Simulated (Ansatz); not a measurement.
# Li3Os: the cost of one run

Program: Ansatz 0.2.0. Level of theory: DFT PBE, scalar-relativistic, plane waves, PAW. These are calculated values, not measurements.

### 1 The system as given

It takes space group I4/mmm (No. 139, tetragonal). Conventional cell: a = 3.528 Å, b = 3.528 Å, c = 8.358 Å, α = 90.00°, β = 90.00°, γ = 90.00°. Li (site symmetry -4m2) is surrounded by 8 Li at 2.49 to 2.73 Å and 4 Os at 2.73 Å. Li (site symmetry 4/mmm) is surrounded by 4 Os at 2.49 Å and 8 Li at 2.73 Å. Around Os (site symmetry 4/mmm) lie 12 Li at 2.49 to 2.73 Å.

Coordinates:

```cif
data_structure
_symmetry_space_group_name_H-M 'I4/mmm'
_symmetry_Int_Tables_number 139
_cell_length_a 3.5284
_cell_length_b 3.5284
_cell_length_c 8.3577
_cell_angle_alpha 90.000
_cell_angle_beta 90.000
_cell_angle_gamma 90.000
_cell_volume 104.05
loop_
_atom_site_label
_atom_site_type_symbol
_atom_site_symmetry_multiplicity
_atom_site_Wyckoff_symbol
_atom_site_fract_x
_atom_site_fract_y
_atom_site_fract_z
_atom_site_occupancy
Li1 Li 4 d 0.00000 0.50000 0.25000 1
Li2 Li 2 b 0.50000 0.50000 0.00000 1
Os1 Os 2 a 0.00000 0.00000 0.00000 1
```

A structure generator made this guess: species swapped into a database cell of Be3Ru (I4/mmm, No. 139), with Li on the Be sites and Os on the Ru sites. Lengths come from tabulated atomic sizes and are only a guess.

### 2 A first look at the guess

input.yaml reads:

```yaml
crystal:
  lattice:
    - [-1.76417617, 1.76417617, 4.17885935]
    - [1.76417617, -1.76417617, 4.17885935]
    - [1.76417617, 1.76417617, -4.17885935]
  atoms:
    - { symbol: Li, position: [0.75, 0.25, 0.5] }
    - { symbol: Li, position: [0.25, 0.75, 0.5] }
    - { symbol: Li, position: [0.5, 0.5, 0.0] }
    - { symbol: Os, position: [0.0, 0.0, 0.0] }
basis:
  ecutwfc: 420
kpoints:
  mp_grid: { grid: [6, 6, 6] }
hamiltonian:
  xc: pbe
scf:
  occupations: { method: gaussian, width: 0.1 }
  lower_state_search: "off"
output:
  forces: true
  stress: true
  eigenvalues: true
```

Started as:

```console
$ ansatz run input.yaml --threads 1 --pin off --max-ram 2560MiB --backend cpu --events-out ev --progress --plain --runs-dir out
```

**Question.** How long does this run take on 1 thread of Intel Xeon Platinum 8375C at 2.90GHz (Ice Lake), shared host, and how much memory does it need?

About 1.6 s, with a peak of 0.36 GiB.
